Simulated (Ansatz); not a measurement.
## BH₃SSi, SMILES B1[SiH2]S1: the interaction energy of a dimer with the counterpoise correction, step by step

Program: Ansatz 0.2.0, Python API.

Notebook, run cell by cell (the value of a cell's last expression is shown):

In [1]:
```python
import ansatz as az
```

In [2]:
```python
FIRST = [
    ("B", (-0.8191, -0.8979, -0.1288)),
    ("Si", (0.4235, 0.6329, 0.2071)),
    ("S", (0.9431, -1.278, 0.3702)),
    ("H", (-1.6666, -1.0751, -0.9047)),
    ("H", (0.914, 1.2835, -1.0337)),
    ("H", (0.2052, 1.3347, 1.4898)),
]
SECOND = [
    ("B", (2.5853, 3.7743, 3.9194)),
    ("Si", (1.8623, 1.9144, 3.7839)),
    ("S", (1.0887, 3.4803, 2.8366)),
    ("H", (3.6642, 4.2021, 3.9866)),
    ("H", (2.6695, 1.025, 2.9116)),
    ("H", (1.1025, 1.4601, 4.9679)),
]
```

In [3]:
```python
def energy(atoms, ghosts=()):
    molecule = az.Crystal.molecule()
    for symbol, xyz in atoms:
        molecule = molecule.atom(symbol, xyz)
    calc = (
        molecule.calculation()
        .basis(gaussian="def2-SVP")
        .functional("PBE0")
    )
    deck = calc.input()
    if ghosts:
        deck = deck.set(az.key.basis.gaussian.ghost_atoms, [{"symbol": s, "position_ang": list(xyz)} for s, xyz in ghosts])
    return az.Session.from_dict(deck).plan().execute().report["free_energy_ev"]
```

In [4]:
```python
# ghost atoms carry the functions of the partner
both = energy(FIRST + SECOND)
alone = energy(FIRST) + energy(SECOND)
ghosted = energy(FIRST, SECOND) + energy(SECOND, FIRST)
print(f"dimer {both:.6f} eV")
print(f"interaction, uncorrected   {96.485332 * (both - alone):8.3f} kJ/mol")
print(f"interaction, counterpoise  {96.485332 * (both - ghosted):8.3f} kJ/mol")
print(f"basis-set superposition    {96.485332 * (alone - ghosted):8.3f} kJ/mol")
```
```text
dimer -38845.094994 eV
interaction, uncorrected      0.864 kJ/mol
interaction, counterpoise     3.241 kJ/mol
basis-set superposition       2.377 kJ/mol
```

Uncorrected it is 0.864 kJ/mol, with the counterpoise correction 3.241 kJ/mol; the difference, 2.38 kJ/mol, is the superposition error. In this basis both values are repulsive.

Total energies depend on the basis set; only differences at equal settings carry meaning. The dimer is a generated trial pose of unrelaxed monomers, not a minimum, so the figure is no binding energy, and the basis set is small. This level lacks the dispersion part of the attraction (electrostatics and induction are there), which can decide the sign where the interaction is weak. It ran for 19 s on 1 thread of Arm Neoverse V1 (shared host), peak memory 0.36 GiB.

(Lines on the test bed's own set-up are left out of the output.)
